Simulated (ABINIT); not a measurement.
# Br (Cmce) in ABINIT: G0W0 quasiparticle levels with PBE

Aim: the G0W0 quasiparticle levels of Br with PBE.

Everything below comes from runs of ABINIT 10.8.3 (patched build). Logs are shortened: lines on timing, memory, paths and dates and some standing lists are left out, and cuts for length are marked. The log counts tension as positive stress, the text compression.

**1. The structure**

Symmetry: Cmce, No. 64, orthorhombic system. The conventional cell has a = 6.726 Å, b = 4.645 Å, c = 8.702 Å, α = 90.00°, β = 90.00°, γ = 90.00°. Br (site symmetry m) has 1 Br at 2.29 Å as nearest neighbours.

**2. G0W0 quasiparticle levels, PBE**

Contents of run.abi:

```
# Datasets
ndtset 4

# Pseudopotentials
pp_dirpath "./"
pseudos "35_Br_7_2.1_2.2_pbe_n_v1.0.psp8"

# Structure
acell 3*1.0 Angstrom
rprim
     3.3632500000    -2.3225500000     0.0000000000
     3.3632500000     2.3225500000     0.0000000000
     0.0000000000     0.0000000000     8.7023000000
ntypat 1
znucl 35
natom 4
typat 1 1 1 1
chkprim 0
chksymtnons 0
tolsym 1.0e-6
xred
   0.3651000000   0.6349000000   0.3901000000
   0.1349000000   0.8651000000   0.8901000000
   0.6349000000   0.3651000000   0.6099000000
   0.8651000000   0.1349000000   0.1099000000

# Plane-wave basis
ecut 14.0

# k points
kptopt 1
ngkpt 4 4 2
nshiftk 1
shiftk 0.0 0.0 0.0
istwfk *1

# Exchange and correlation
ixc 11

# Bands and occupations
occopt 1

# SCF cycle
nstep 80
diemac 6.0

# Output
iomode 3
prteig 0
prtebands 0

# Dataset 1: ground state
nband1 14
tolvrs1 1.0e-12
prtden1 1
prtwf1 0

# Dataset 2: empty bands at fixed density
iscf2 -2
getden2 1
nband2 176
nbdbuf2 16
tolwfr2 1.0e-12
nstep2 120
prtden2 0

# Dataset 3: screening
optdriver3 3
getwfk3 2
nband3 160
ecuteps3 4.5
ecutwfn3 14.0
inclvkb3 2
ppmodel3 2
nfreqim3 0

# Dataset 4: self-energy
optdriver4 4
getwfk4 2
nband4 160
ecuteps4 4.5
ecutsigx4 14.0
ecutwfn4 14.0
symsigma4 1
getscr4 3
getden4 1
ppmodel4 2
gw_qprange4 0
```

Potentials or basis: SPMS NC PBE v1.0.

Launch:

```console
> abinit run.abi > log 2>&1
```

run.abo:

```text
.Version 10.8.3 of ABINIT
 DATASET    1 : space group Cm c a (# 64); Bravais oC (1-face-center ortho.)
================================================================================
 Values of the parameters that define the memory need for DATASET  1.
     intxc =       0    ionmov =       0      iscf =       7    lmnmax =       6
     lnmax =       6     mgfft =      60  mpssoang =       3    mqgrid =    3001
     natom =       4  nloc_mem =       1    nspden =       1   nspinor =       1
    nsppol =       1      nsym =       8    n1xccc =    2501    ntypat =       1
    occopt =       1   xclevel =       2
       mpw =        2335          nfft =       54000          nkpt =          14
================================================================================
================================================================================
[... 25 lines left out ...]
 DATASET    4 : space group Cm c a (# 64); Bravais oC (1-face-center ortho.)
================================================================================
 Values of the parameters that define the memory need for DATASET  4.
     intxc =       0    ionmov =       0      iscf =       7    lmnmax =       6
     lnmax =       6     mgfft =      60  mpssoang =       3    mqgrid =    3001
     natom =       4  nloc_mem =       1    nspden =       1   nspinor =       1
    nsppol =       1      nsym =       8    n1xccc =    2501    ntypat =       1
    occopt =       1   xclevel =       2
       mpw =        2335          nfft =       54000          nkpt =          14
================================================================================
================================================================================

--------------------------------------------------------------------------------
------------- Echo of variables that govern the present computation ------------
--------------------------------------------------------------------------------
 -outvars: echo values of preprocessed input variables --------
            acell      1.8897261259E+00  1.8897261259E+00  1.8897261259E+00 Bohr
              amu      7.99040000E+01
          chkprim           0
      chksymtnons           0
           diemac      6.00000000E+00
             ecut      1.40000000E+01 Hartree
          ecuteps1     0.00000000E+00 Hartree
          ecuteps2     0.00000000E+00 Hartree
          ecuteps3     4.50000000E+00 Hartree
          ecuteps4     4.50000000E+00 Hartree
         ecutsigx1     0.00000000E+00 Hartree
         ecutsigx2     0.00000000E+00 Hartree
         ecutsigx3     0.00000000E+00 Hartree
         ecutsigx4     1.40000000E+01 Hartree
          ecutwfn1     0.00000000E+00 Hartree
          ecutwfn2     0.00000000E+00 Hartree
          ecutwfn3     1.40000000E+01 Hartree
          ecutwfn4     1.40000000E+01 Hartree
           getden1          0
           getden2          1
           getden3          0
           getden4          1
           getscr1          0
           getscr2          0
           getscr3          0
           getscr4          3
           getwfk1          0
           getwfk2          0
           getwfk3          2
           getwfk4          2
             iscf1          7
             iscf2         -2
             iscf3          7
             iscf4          7
              ixc          11
           jdtset        1    2    3    4
         kptrlatt        4    0    0      0    4    0      0    0    2
          kptrlen      3.08952032E+01
            natom           4
            nband1         14
            nband2        176
            nband3        160
            nband4        160
           nbdbuf1          0
           nbdbuf2         16
           nbdbuf3          0
           nbdbuf4          0
           ndtset           4
          nfreqim1         -1
          nfreqim2         -1
          nfreqim3          0
          nfreqim4         -1
            ngfft          30      30      60
             nkpt          14
           npweps1          0
           npweps2          0
           npweps3        417
           npweps4        417
          npwsigx1          0
          npwsigx2          0
          npwsigx3          0
          npwsigx4       2335
            nstep1         80
            nstep2        120
            nstep3         80
            nstep4         80
             nsym           8
           ntypat           1
        optdriver1          0
        optdriver2          0
[... 555 lines left out ...]
 Incorporated in ABINIT by V. Olevano, G.-M. Rignanese, and M. Torrent.

 Real(R)+Recip(G) space primitive vectors, cartesian coordinates (Bohr,Bohr^-1):
 R(1)=  6.3556214 -4.3889834  0.0000000  G(1)=  0.0786705 -0.1139216  0.0000000
 R(2)=  6.3556214  4.3889834  0.0000000  G(2)=  0.0786705  0.1139216  0.0000000
 R(3)=  0.0000000  0.0000000 16.4449637  G(3)=  0.0000000  0.0000000  0.0608089
 Unit cell volume ucvol=  9.1745521E+02 bohr^3
 Angles (23,13,12)=  9.00000000E+01  9.00000000E+01  6.92553688E+01 degrees
--------------------------------------------------------------------------------

 ==== K-mesh for the wavefunctions ====
 Number of points in the irreducible wedge :    14
 Reduced coordinates and weights :

     1)     0.00000000E+00  0.00000000E+00  0.00000000E+00       0.03125
     2)     2.50000000E-01  0.00000000E+00  0.00000000E+00       0.12500
     3)     5.00000000E-01  0.00000000E+00  0.00000000E+00       0.06250
     4)     2.50000000E-01  2.50000000E-01  0.00000000E+00       0.06250
   [... 10 further points ...]

 Together with  8 symmetry operations and time-reversal symmetry
 yields    32 points in the full Brillouin Zone.

 ==== Q-mesh for screening function ====
 Number of points in the irreducible wedge :    14
 Reduced coordinates and weights :

     1)     0.00000000E+00  0.00000000E+00  0.00000000E+00       0.03125
     2)     2.50000000E-01  0.00000000E+00  0.00000000E+00       0.12500
     3)     5.00000000E-01  0.00000000E+00  0.00000000E+00       0.06250
     4)     2.50000000E-01  2.50000000E-01  0.00000000E+00       0.06250
   [... 10 further points ...]

 Together with  8 symmetry operations and time-reversal symmetry
 yields    32 points in the full Brillouin Zone.

 vcoul_init : cutoff-mode = AUXILIARY_FUNCTION
 q-points for optical limit:   1
     1)      0.000010    0.000020    0.000030
 setmesh: FFT mesh size selected  =    30x   30x   60
          total number of points  =        54000

 Number of electrons calculated from density =   28.0000; Expected =   28.0000
 average of density, n =  0.030519
 r_s =    1.9851
 omega_plasma =   16.8516 [eV]

 === KS Band Gaps ===
  >>>> For spin  1
   Minimum direct gap =   1.8890 [eV], located at k-point      :   0.0000  0.0000  0.0000
   Fundamental gap    =   1.8468 [eV], Top of valence bands at :   0.5000  0.0000  0.5000
                                       Bottom of conduction at :   0.0000  0.0000  0.0000
 SIGMA fundamental parameters:
 PLASMON POLE MODEL  2
 number of plane-waves for SigmaX                 2335
 number of plane-waves for SigmaC and W            417
 number of plane-waves for wavefunctions          2335
 number of bands                                   160
 number of independent spin polarizations            1
 number of spinorial components                      1
 number of k-points in IBZ                          14
 number of q-points in IBZ                          14
 number of symmetry operations                       8
 number of k-points in BZ                           32
 number of q-points in BZ                           32
 number of frequencies for dSigma/dE                 9
 frequency step for dSigma/dE [eV]                0.25
 number of omega for Sigma on real axis              0
 max omega for Sigma on real axis  [eV]           0.00
 zcut for avoiding poles [eV]                     0.10

 EPSILON^-1 parameters (SCR file):
 dimension of the eps^-1 matrix on file            417
 dimension of the eps^-1 matrix used               417
 number of plane-waves for wavefunctions          2335
 number of bands                                   160
 number of q-points in IBZ                          14
 number of frequencies                               2
 number of real frequencies                          1
 number of imag frequencies                          1

 matrix elements of self-energy operator (all in [eV])

 Perturbative Calculation

--- !SelfEnergy_ee
iteration_state: {dtset: 4, }
kpoint     : [   0.500,    0.000,    0.500, ]
spin       : 1
KS_gap     :    2.223
QP_gap     :    4.262
Delta_QP_KS:    2.039
data: !SigmaeeData |
     Band     E0 <VxcDFT>   SigX SigC(E0)      Z dSigC/dE  Sig(E)    E-E0       E
       13  -0.542 -13.215 -16.567   2.095   0.814  -0.228 -14.239  -1.024  -1.567
       14  -0.542 -13.215 -16.567   2.095   0.814  -0.228 -14.239  -1.024  -1.567
       15   1.681 -12.819  -8.461  -3.117   0.817  -0.223 -11.804   1.015   2.696
       16   1.681 -12.819  -8.461  -3.117   0.817  -0.223 -11.804   1.015   2.696
...

--- !SelfEnergy_ee
iteration_state: {dtset: 4, }
kpoint     : [   0.000,    0.000,    0.000, ]
spin       : 1
KS_gap     :    1.889
QP_gap     :    3.937
Delta_QP_KS:    2.048
data: !SigmaeeData |
     Band     E0 <VxcDFT>   SigX SigC(E0)      Z dSigC/dE  Sig(E)    E-E0       E
       14  -0.584 -13.146 -16.885   2.346   0.814  -0.228 -14.280  -1.134  -1.718
       15   1.305 -12.602  -8.478  -3.007   0.819  -0.221 -11.687   0.914   2.219
...

== END DATASET(S) ==============================================================
================================================================================

 -outvars: echo values of variables after computation  --------
            acell      1.8897261259E+00  1.8897261259E+00  1.8897261259E+00 Bohr
           etotal1    -6.2530756635E+01
           etotal3     0.0000000000E+00
           etotal4     0.0000000000E+00
            fcart1    -3.2202677610E-20  8.3984825044E-03 -1.5344268144E-02
                       8.8305417150E-20 -8.3984825044E-03 -1.5344268144E-02
                       8.8305417150E-20 -8.3984825044E-03  1.5344268144E-02
                      -1.4440815669E-19  8.3984825044E-03  1.5344268144E-02
            fcart3     0.0000000000E+00  0.0000000000E+00  0.0000000000E+00
                       0.0000000000E+00  0.0000000000E+00  0.0000000000E+00
                       0.0000000000E+00  0.0000000000E+00  0.0000000000E+00
                       0.0000000000E+00  0.0000000000E+00  0.0000000000E+00
            fcart4     0.0000000000E+00  0.0000000000E+00  0.0000000000E+00
                       0.0000000000E+00  0.0000000000E+00  0.0000000000E+00
                       0.0000000000E+00  0.0000000000E+00  0.0000000000E+00
                       0.0000000000E+00  0.0000000000E+00  0.0000000000E+00
            rprim      3.3632500000E+00 -2.3225500000E+00  0.0000000000E+00
                       3.3632500000E+00  2.3225500000E+00  0.0000000000E+00
                       0.0000000000E+00  0.0000000000E+00  8.7023000000E+00
           strten1    -3.6552930635E-05 -4.0291024396E-05 -1.0045712651E-04
                       0.0000000000E+00  0.0000000000E+00  0.0000000000E+00
           strten3     0.0000000000E+00  0.0000000000E+00  0.0000000000E+00
                       0.0000000000E+00  0.0000000000E+00  0.0000000000E+00
           strten4     0.0000000000E+00  0.0000000000E+00  0.0000000000E+00
                       0.0000000000E+00  0.0000000000E+00  0.0000000000E+00
           xangst      3.3632500000E+00  6.2662399000E-01  3.3947672300E+00
                       3.3632500000E+00  1.6959260100E+00  7.7459172300E+00
                       3.3632500000E+00 -6.2662399000E-01  5.3075327700E+00
                       3.3632500000E+00 -1.6959260100E+00  9.5638277000E-01
             xred      3.6510000000E-01  6.3490000000E-01  3.9010000000E-01
                       1.3490000000E-01  8.6510000000E-01  8.9010000000E-01
                       6.3490000000E-01  3.6510000000E-01  6.0990000000E-01
                       8.6510000000E-01  1.3490000000E-01  1.0990000000E-01
 Calculation completed.
```

Wall time 18 min (1 thread of Arm Neoverse V1, shared host); peak memory 1.8 GiB.

What came out:

| Quantity | Value |
| --- | --- |
| Band gap on the k mesh, mean-field level | 1.85 eV, indirect (least direct gap 1.89 eV) |
| Quasiparticle gap | 3.79 eV |
| Least direct quasiparticle gap | 3.94 eV |

Quasiparticle levels (energies in eV):
```tsv
k	band	e ks	vxc	sigma x	sigma c	z	e qp
[0.5, 0.0, 0.5]	13	-0.542	-13.215	-16.567	2.095	0.814	-1.567
[0.5, 0.0, 0.5]	14	-0.542	-13.215	-16.567	2.095	0.814	-1.567
[0.5, 0.0, 0.5]	15	1.681	-12.819	-8.461	-3.117	0.817	2.696
[0.5, 0.0, 0.5]	16	1.681	-12.819	-8.461	-3.117	0.817	2.696
[0.0, 0.0, 0.0]	14	-0.584	-13.146	-16.885	2.346	0.814	-1.718
[0.0, 0.0, 0.0]	15	1.305	-12.602	-8.478	-3.007	0.819	2.219
```

Caveat: the sums over empty bands aren't extrapolated, so the gap can lie some tenths of an eV under the converged one, most of all in nitrides and oxides. A k mesh can miss the band edges.
